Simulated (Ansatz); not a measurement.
Working through band-curvature effective masses by finite differences of ScHO2, space group P6_3/mmc

With Ansatz's Python interface.

Contents of `POSCAR`:
```text
ScHO2
1.0
   3.23353206    0.00000000    0.00000000
  -1.61676603    2.80032091    0.00000000
   0.00000000    0.00000000    9.06212600
Sc H O
2 2 4
Direct
   0.00000000    0.00000000    0.50000000
   0.00000000    0.00000000    0.00000000
   0.66666667    0.33333333    0.75000000
   0.33333333    0.66666667    0.25000000
   0.66666667    0.33333333    0.61558800
   0.66666667    0.33333333    0.88441200
   0.33333333    0.66666667    0.11558800
   0.33333333    0.66666667    0.38441200
```

Run as a notebook:

In [1]:
```python
import ansatz as az
from ase.io import read
import numpy as np
```

In [2]:
```python
atoms = read("POSCAR", format="vasp")
structure = az.Crystal.from_ase(atoms)

base = structure.calculation()
base = base.functional(az.Functional.PBESOL).pseudopotentials("paw")
base = base.basis(31 * az.Ry)
base = base.kpoints(7, 7, 2)
base = base.occupations("fixed")
outcome = base.band_table().run()
summary = outcome.report
```

In [3]:
```python
summary["kpoints_frac"][:4]
```
Out [3]:
```text
[[0.0, 0.0, 0.0], [0.0, 0.0, -0.5], [0.0, 0.14285714285714285, 0.0],
 [0.0, 0.14285714285714285, -0.5]]
```

In [4]:
```python
summary["n_electrons"]
```
Out [4]:
```text
48.0
```

In [5]:
```python
type(outcome).__name__, type(summary).__name__
```
Out [5]:
```text
('RunOutcome', 'dict')
```

In [6]:
```python
levels = np.array(summary["eigenvalues_ev"])
filled = round(summary["n_electrons"] / 2)
edges = {"top filled band": (filled - 1, levels[:, filled - 1].argmax()), "lowest empty band": (filled, levels[:, filled].argmin())}
gap = levels[:, filled].min() - levels[:, filled - 1].max()
print(f"gap on the mesh {gap:.3f} eV")
if gap <= 0.05:
    print("no gap: band-edge masses have no meaning here")
    edges = {}
reciprocal = 2 * np.pi * np.linalg.inv(outcome.lattice.cell_ang).T
step = 0.03  # 1/A
```
```text
gap on the mesh 3.699 eV
```

In [7]:
```python
pairs = [(0, 1), (0, 2), (1, 2)]
moves = [sign * axis for axis in np.eye(3) for sign in (-1, 1)]
moves += [s1 * np.eye(3)[i] + s2 * np.eye(3)[j] for i, j in pairs for s1 in (1, -1) for s2 in (1, -1)]
for name, (band, index) in edges.items():
    together = int(np.sum(np.abs(levels[index] - levels[index, band]) < 2e-3))
    print(name, "at k =", np.round(summary["kpoints_frac"][index], 4), f"E = {levels[index, band]:.4f} eV, degeneracy {together}")
    centre = np.array(summary["kpoints_frac"][index]) @ reciprocal
    points = [centre] + [centre + step * move for move in moves]
    table = base.band_structure(points, intervals=1, cartesian=True).run().band_structure().channels[0].eigenvalues_ev
    if together > 1:
        level = np.flatnonzero(np.abs(levels[index] - levels[index, band]) < 2e-3)
        along = (table[1, level] + table[2, level] - 2 * table[0, level]) / step ** 2
        print("  degenerate level, no single mass tensor; masses of its branches along x:", np.round(7.61996 / along, 3), "m_e")
        continue
    e = table[:, band]
    hessian = np.diag((e[1:7:2] + e[2:7:2] - 2 * e[0]) / step ** 2)
    for (i, j), (pp, pm, mp, mm) in zip(pairs, e[7:].reshape(3, 4)):
        hessian[i, j] = hessian[j, i] = (pp - pm - mp + mm) / (4 * step ** 2)
    curvatures, axes = np.linalg.eigh(hessian)
    slope = (e[2:7:2] - e[1:7:2]) / (2 * step)
    print("  slope (eV A):", np.round(slope, 3) + 0.0, "" if np.abs(slope).max() < 0.05 else "- no extremum here, so these are local curvatures and no band-edge masses")
    for curvature, axis in zip(curvatures, axes.T):
        print(f"  principal mass {7.61996 / curvature:8.3f} m_e along", np.round(axis, 2) + 0.0)
```
```text
top filled band at k = [0.1429 0.1429 0.    ] E = 5.7985 eV, degeneracy 1
  slope (eV A): [-0.164 -0.283  0.   ] - no extremum here, so these are local curvatures and no band-edge masses
  principal mass   -0.498 m_e along [0. 0. 1.]
  principal mass   -1.956 m_e along [0.5  0.87 0.  ]
  principal mass   -5.121 m_e along [ 0.87 -0.5   0.  ]
lowest empty band at k = [0.     0.4286 0.    ] E = 9.4970 eV, degeneracy 1
  slope (eV A): [ 0.    -0.578  0.   ] - no extremum here, so these are local curvatures and no band-edge masses
  principal mass    2.265 m_e along [ 0. -1.  0.]
  principal mass    0.796 m_e along [-1.  0.  0.]
  principal mass    0.775 m_e along [ 0.  0. -1.]
```

Reading the output:
- The run is spin-unpolarised.
- Along an axis with an odd division the mesh misses the point at one half; a gap read on a finite mesh is an upper bound on this functional's gap.
- Semilocal gaps usually lie well under measured ones.
- The computed bands are complete only to about 6.0 eV above the Fermi level.
- The structure comes from a database of computed cells and needn't be a stable or known phase.
- Levels are Kohn-Sham eigenvalues on this mesh.
- The masses are finite-difference curvatures at extrema found on a coarse mesh, which needn't be the true band edges; a step that is long against the gap makes them too heavy. Negative values are curvatures of valence bands (the hole mass is their size). Spin-orbit coupling is left out, and light masses scale with the Kohn-Sham gap.
- The whole script took 7.8 s on 1 thread of Arm Neoverse V2 (shared host), peak memory 0.47 GiB.

(Lines on the test bed's own set-up are left out of the output.)
